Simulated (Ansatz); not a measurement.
SnAs, space group Fm-3m: an equation of state with a fit, run with Ansatz 0.2.0, Python API.

`snas_eos.py`:
```python
# -*- coding: utf-8 -*-
"""Equation of state of SnAs."""

from dataclasses import dataclass

import ansatz as az
import numpy as np
from pymatgen.analysis.eos import EOS


@dataclass
class RunConfig:
    functional: str = "lda"
    width_ev: float = 0.1
    kgrid: tuple[int, ...] = (9, 9, 9)


cfg = RunConfig()

vectors0 = np.array([
    [0.0, 2.8405, 2.8405],
    [2.8405, 0.0, 2.8405],
    [2.8405, 2.8405, 0.0],
])
sites = [
    ("Sn", (0.0, 0.0, 0.0)),
    ("As", (0.5, 0.5, 0.5)),
]


def on_lattice(cell):
    crystal = az.Crystal(lattice=az.Lattice.of(cell))
    for symbol, position in sites:
        crystal = crystal.atom(symbol, position)
    return crystal


def main():
    # scale the volume, keep shape and fractions
    volumes, energies = [], []
    for scale in np.linspace(0.95, 1.07, 5):
        cell = vectors0 * scale ** (1 / 3)
        calc = (
            on_lattice(cell).calculation()
            .basis(17 * az.Ha)
            .pseudopotentials("paw")
            .functional(cfg.functional)
            .occupations(az.OccupationsMethod.FERMI_DIRAC, width=cfg.width_ev)
            .kpoints(*cfg.kgrid)  # sampling of the Brillouin zone
        )
        summary = calc.run(threads=1).report
        volumes.append(abs(np.linalg.det(cell)) / len(sites))
        energies.append(summary["free_energy_ev"] / len(sites))
        print(f"V = {volumes[-1]:8.4f} A^3/atom  F = {energies[-1]:.5f} eV/atom")

    for form in ["vinet", "murnaghan", "pourier_tarantola"]:
        fit = EOS(eos_name=form).fit(volumes, energies)
        print(f"{form:18s} V0 {fit.v0:8.4f} A^3/atom  B0 {fit.b0_GPa:7.1f} GPa  B1 {fit.b1:5.2f}")


if __name__ == "__main__":
    main()
```

Its results, one of them left out:

| V (Å³/atom) | F less the lowest row shown (meV/atom) |
| --- | --- |
| 21.772 | 11.30 |
| 22.460 | 0.19 |
| 23.148 | 0.00 |
| 23.835 | 9.01 |
| 24.523 | ? |

What is the missing energy at 24.523 Å³ an atom?

A third-order Birch-Murnaghan fit, E = E0 + (9 V0 B0 / 16) [(t - 1)³ B' + (t - 1)² (6 - 4t)] with t = (V0/V)^(2/3), through the 4 rows shown gives V0 = 22.812 Å³, B0 = 77.2 GPa, B' = 4.70 and E0 = -1.16 meV. At V = 24.523 Å³, t = 0.95293, and the fit extrapolates to 25.77 meV. The run gave 25.75 meV, a miss of 0.02 meV.

Notes:
- For a metal this k-point mesh is coarse: on a finer one energies can move by several to tens of meV an atom and pressures by half a GPa or more, differences at one mesh by less.
- Of the deposited cell: the entry's cell lengths or inner coordinates differ somewhat from later room-temperature determinations.
- The starting cell is as deposited in a crystallographic database; the results hold for this polymorph, which needn't be the stable one.
- Wall time of the script: 9.5 s on 1 thread of Arm Neoverse V2, on a shared host, peak memory 0.48 GiB.
